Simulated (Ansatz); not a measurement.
# FH2OPSi: vertical ionisation energy

An exercise on one series of results from a longer session: the logs are not shown, and one member is left open.

The runs use Ansatz 0.2.0, Gaussian basis; unrestricted cation, the program's frozen cores in correlated methods.

Plan: UKS PBE-D4/def2-TZVPP; UKS r2SCAN-D4/def2-TZVPP; UKS PBE0-D4/def2-TZVPP; UKS B3LYP-D4/def2-TZVPP; UKS wB97X-V/def2-TZVPP; UKS wB97M-V/def2-TZVPP; UKS B2PLYP/def2-TZVPP; UHF-CCSD(T)/def2-TZVPP; UHF-MP2/def2-QZVPP; extrapolation to the limit; then −ε(HOMO) from the neutral's earlier runs with LDA (SPW92), PBE-D4, revPBE-D4, BLYP-D4, r2SCAN-D4, B97M-V, PBE0-D4, B3LYP-D4, r2SCANh-D4, r2SCAN0-D4, HSE06-D4, BHLYP-D4, CAM-B3LYP-D4, LC-ωPBE, ωB97X-V, ωB97M-V.

### Structure used throughout

The geometry comes from an earlier relaxation with PBE0-D4 in a triple-zeta def2 set; it is a stationary point.

6 atoms, charge 0, spin multiplicity 1.

Atoms are counted from 1 here; the program's logs count them from 0.

Bond lengths: F1–Si2 1.617 Å, Si2–O3 1.635 Å, O3–P4 1.660 Å, P4–H5 1.423 Å, P4–H6 1.425 Å. Angles: F1–Si2–O3 101.8°, Si2–O3–P4 140.7°, O3–P4–H5 97.2°, O3–P4–H6 99.8°, H5–P4–H6 92.2°.

Geometry (Å):

```xyz
6
charge 0, multiplicity 1
F    -2.03027   -0.73254    0.05806
Si   -1.53937    0.20881   -1.16110
O    -0.05104    0.66082   -0.65727
P     0.95484    0.52928    0.65688
H     2.09949    0.05062   -0.04044
H     0.60855   -0.78098    1.09776
```

Set-up of the first run:

The input, in.yaml:

```yaml
crystal:
  periodic: [false, false, false]
  atoms:
    - {symbol: F, position_ang: [-2.030271, -0.732542, 0.058063]}
    - {symbol: Si, position_ang: [-1.539371, 0.208812, -1.161098]}
    - {symbol: O, position_ang: [-0.051042, 0.660816, -0.657271]}
    - {symbol: P, position_ang: [0.954839, 0.529278, 0.656882]}
    - {symbol: H, position_ang: [2.099492, 0.050620, -0.040442]}
    - {symbol: H, position_ang: [0.608554, -0.780984, 1.097764]}
basis:
  gaussian: {orbitals: def2-TZVPP}
total_charge: 1
magnetization: {spin_polarized: true, initial_magnetization: 1}
hamiltonian: {xc: pbe, dispersion: d4}
```

Command:

```bash
> ansatz run in.yaml --threads 2 --pin off --events-out ev --progress --plain --max-ram 4352MiB
```

Steps of the session up to this table: Cation, UKS PBE-D4/def2-TZVPP; Cation, UKS r2SCAN-D4/def2-TZVPP; Cation, UKS PBE0-D4/def2-TZVPP; Cation, UKS B3LYP-D4/def2-TZVPP; Cation, UKS wB97X-V/def2-TZVPP; Cation, UKS wB97M-V/def2-TZVPP; Cation, UKS B2PLYP (frozen core)/def2-TZVPP; Cation, UHF-CCSD(T)/def2-TZVPP; Cation, UHF-MP2/def2-QZVPP.

One table of the session follows, with a row left open; its other results are not shown here.

For comparison, −ε(HOMO) of the neutral from earlier runs:

```
  functional  −ε(HOMO) (eV)
 LDA (SPW92)           6.41
      PBE-D4           6.30
   revPBE-D4           6.26
     BLYP-D4           6.17
   r2SCAN-D4              ?
      B97M-V           6.61
     PBE0-D4           7.46
    B3LYP-D4           7.26
  r2SCANh-D4           6.97
  r2SCAN0-D4           7.62
    HSE06-D4           7.06
    BHLYP-D4           8.52
CAM-B3LYP-D4           8.79
     LC-ωPBE          10.14
     ωB97X-V           9.78
     ωB97M-V           9.62
```

Estimate the missing values for r2SCAN-D4.

Worked estimate for «−ε(HOMO) (eV)». Against the share of exact exchange, r2SCANh-D4 (0.1, 6.97), r2SCAN0-D4 (0.25, 7.62) give a slope of 4.33 per unit share; at 0 the line stands at 6.54.

**Answer.** −ε(HOMO) (eV): 6.55. In «−ε(HOMO) (eV)» the line misses by -0.01.
